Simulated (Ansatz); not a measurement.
**SiSnF₆: small, medium and large basis sets**

An exercise on one series of results from a longer session: the logs are not shown, and one member is left open.

The runs use Ansatz 0.2.0, Gaussian basis; one geometry, several basis sets.

Plan: PBE0-D4/def2-SVP; ωB97M-V/def2-SVP; PBE0-D4/def2-QZVPP; ωB97M-V/def2-QZVPP; the functionals' def2-TZVPP values are taken from earlier runs.

## Structure used throughout

All runs share one geometry, relaxed beforehand with PBE0-D4 in a triple-zeta def2 set. Sn takes the def2 core potential; no spin-orbit term is included.

SMILES `F[Si](F)(F)[Sn]([F])([F])[F]`, 8 atoms, charge 0, spin multiplicity 1.

Atoms are counted from 1 here; the program's logs count them from 0.

Bond lengths: F1–Si2 1.567 Å, Si2–F3 1.567 Å, Si2–F4 1.567 Å, Si2–Sn5 2.562 Å, Sn5–F6 1.894 Å, Sn5–F7 1.894 Å, Sn5–F8 1.894 Å. Angles: F1–Si2–F3 109.6°, F1–Si2–F4 109.6°, F1–Si2–Sn5 109.3°, F3–Si2–F4 109.6°, F3–Si2–Sn5 109.3°, F4–Si2–Sn5 109.3°, Si2–Sn5–F6 113.8°, Si2–Sn5–F7 113.8°, Si2–Sn5–F8 113.8°, F6–Sn5–F7 104.8°, F6–Sn5–F8 104.8°, F7–Sn5–F8 104.8°.

Geometry (Å):

```xyz
8
F6SiSn
F    -2.2878    0.2724    0.6250
Si   -0.8086    0.0541    1.0933
F    -0.7028   -1.2881    1.8947
F    -0.3634    1.2482    2.0050
Sn    0.7213   -0.0607   -0.9590
F     0.6841    1.5034   -2.0271
F     2.5503   -0.3153   -0.5367
F     0.2990   -1.4711   -2.1510
```

The first run:

File in.yaml:

```yaml
crystal:
  periodic: [false, false, false]
  atoms:
    - {symbol: F, position_ang: [-2.287814, 0.272382, 0.625041]}
    - {symbol: Si, position_ang: [-0.808602, 0.054142, 1.093342]}
    - {symbol: F, position_ang: [-0.702764, -1.288077, 1.894741]}
    - {symbol: F, position_ang: [-0.363356, 1.248170, 2.004968]}
    - {symbol: Sn, position_ang: [0.721292, -0.060700, -0.958997]}
    - {symbol: F, position_ang: [0.684144, 1.503372, -2.027061]}
    - {symbol: F, position_ang: [2.550283, -0.315288, -0.536652]}
    - {symbol: F, position_ang: [0.299017, -1.471102, -2.150982]}
basis:
  gaussian: {orbitals: def2-SVP}
hamiltonian: {xc: pbe0, dispersion: d4}
output: {orbitals: {seedname: orbitals}}
```

The run is started by

```
ansatz run in.yaml --threads 8 --pin off --events-out ev --progress --plain --max-ram 18278MiB
```

Among the steps run: PBE0-D4 in def2-SVP; ωB97M-V in def2-SVP; PBE0-D4 in def2-QZVPP; ωB97M-V in def2-QZVPP.

One table of the session follows, with a row left open; its other results are not shown here.

It belongs to the step «Density functionals: the series». 

| functional | basis | HOMO (eV) | LUMO (eV) |
| --- | --- | --- | --- |
| PBE0-D4 | def2-SVP | -10.30 | -2.17 |
| PBE0-D4 | def2-TZVPP | ? | ? |
| PBE0-D4 | def2-QZVPP | -10.47 | -2.39 |
| ωB97M-V | def2-SVP | -12.39 | -0.04 |
| ωB97M-V | def2-TZVPP | -12.59 | -0.31 |
| ωB97M-V | def2-QZVPP | -12.61 | -0.39 |

**Question.** Estimate the row for PBE0-D4, def2-TZVPP.

The run gave: HOMO (eV): -10.46; LUMO (eV): -2.36. In the column «HOMO (eV)» it lies between PBE0-D4, def2-QZVPP (-10.47) and PBE0-D4, def2-SVP (-10.30).
